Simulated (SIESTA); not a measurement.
## PdAu3 under changes of volume

One of the cells (17.201 Å³/atom); the others are scaled copies at fixed shape and fractional positions:

```
Au Pd
1.0
    -2.06619    2.06619    4.02916
     2.06619   -2.06619    4.02916
     2.06619    2.06619   -4.02916
Au Pd
3 1
Direct
  0.50000 0.50000 0.00000
  0.25000 0.75000 0.50000
  0.75000 0.25000 0.50000
  0.00000 0.00000 0.00000
```

The cell comes from a database or a generator and needn't be the stable form of this composition.

```yaml
Program: SIESTA 5.4.2
Functional: PBEsol
Potentials_or_basis: PseudoDojo 0.4 standard (PBEsol files)
Basis: DZP (energy shift 0.003 Ry; two zetas on semicore shells)
Grid_cutoff: 800 Ry
Energy_shift: 0.003 Ry
k_mesh: 9 × 9 × 9
Occupations: fermi-dirac, width 0.05 eV
Spin: no spin polarisation
```

| volume (Å³/atom) | energy over the lowest point (meV/atom) | pressure (GPa) |
| --- | --- | --- |
| 15.852 | 11.71 | 7.0 |
| 16.189 | 1.66 | 2.7 |
| 16.527 | 0.00 | -1.0 |
| 17.201 | ? | ? |
| 17.538 | 35.22 | -9.6 |
| 17.876 | 57.65 | -11.7 |

Question: What does the run at 17.201 Å³/atom give?

Answer: Energy over the lowest point 17.55 meV/atom; pressure -7.1 GPa.

Worked out: A Birch-Murnaghan fit of order 3 (a polynomial in V^(-2/3)) to the other rows has its minimum at 16.43 Å³/atom with B0 = V·E''(V) = 176 GPa and B' = 5.7 at fixed shape and positions, which overstates the stiffness. It gives 17.67 meV/atom at 17.201 Å³/atom, against the run's 17.55, and -dE/dV = -7.1 GPa, against -7.1.

Energies are extrapolated to zero smearing.

Caveats: short orbitals over semicore shells can move pressures by several GPa; the basis of atomic orbitals isn't converged, which shifts pressures, moduli and gaps.
